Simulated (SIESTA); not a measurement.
Zn3CdSe4:

```
Cd Se Zn
1.0
     5.78113    0.00000    0.00000
     0.00000    5.78113    0.00000
     0.00000    0.00000    5.78113
Cd Se Zn
1 4 3
Direct
  0.00000 0.00000 0.00000
  0.26150 0.26150 0.26150
  0.26150 0.73850 0.73850
  0.73850 0.26150 0.73850
  0.73850 0.73850 0.26150
  0.50000 0.00000 0.50000
  0.50000 0.50000 0.00000
  0.00000 0.50000 0.50000
```

The cell comes from a database or a generator and needn't be the stable form of this composition.

| Quantity | Value |
| --- | --- |
| Program | SIESTA 5.4.2 |
| Task | single point |
| Functional | PBEsol |
| Potentials or basis | PseudoDojo 0.4 standard (PBEsol files) |
| Basis | DZP (energy shift 0.003 Ry; two zetas on semicore shells) |
| Grid cutoff | 800 Ry |
| Energy shift | 0.003 Ry |
| k mesh | 5 × 5 × 5 |
| Occupations | fermi-dirac, width 0.05 eV |
| Spin | no spin polarisation |

On this cell: pressure -0.8 GPa; largest force 0.105 eV/Å; band gap on the k mesh 1.16 eV, direct.

The same run follows on a disturbed copy (atoms moved at random, drawn with an rms of 0.05 Å):

```
Cd Se Zn
1.0
     5.78113    0.00000    0.00000
     0.00000    5.78113    0.00000
     0.00000    0.00000    5.78113
Cd Se Zn
1 4 3
Direct
  0.99118 0.98997 0.00133
  0.25375 0.26112 0.24966
  0.26423 0.74049 0.73744
  0.74438 0.26564 0.74003
  0.73117 0.74320 0.25940
  0.50024 0.99613 0.49504
  0.49101 0.50461 0.00492
  0.00248 0.51111 0.48701
```

Problem. What changes?

Solution. The energy moves by +11.4 meV/atom; pressure -0.6 GPa; largest force 0.800 eV/Å; band gap on the k mesh 1.12 eV, direct.

Forces on the atoms (eV/Å):
```
Cd   0.179  0.292 -0.392
Se   0.066 -0.223  0.369
Se  -0.270  0.096 -0.058
Se  -0.211  0.030 -0.188
Se   0.089 -0.279 -0.020
Zn  -0.101  0.725  0.324
Zn   0.310 -0.293 -0.414
Zn  -0.063 -0.347  0.380
```

Stress tensor (GPa, compression positive):
```
-0.60  0.16 -0.48
 0.16 -0.64 -0.35
-0.48 -0.35 -0.61
```

Caveats: short orbitals over semicore shells can move pressures by several GPa; the valence orbitals were made in a potential fitted to the semicore shell under them, which widens gaps by tenths of an eV or more; the basis of atomic orbitals isn't converged, which shifts pressures, moduli and gaps.

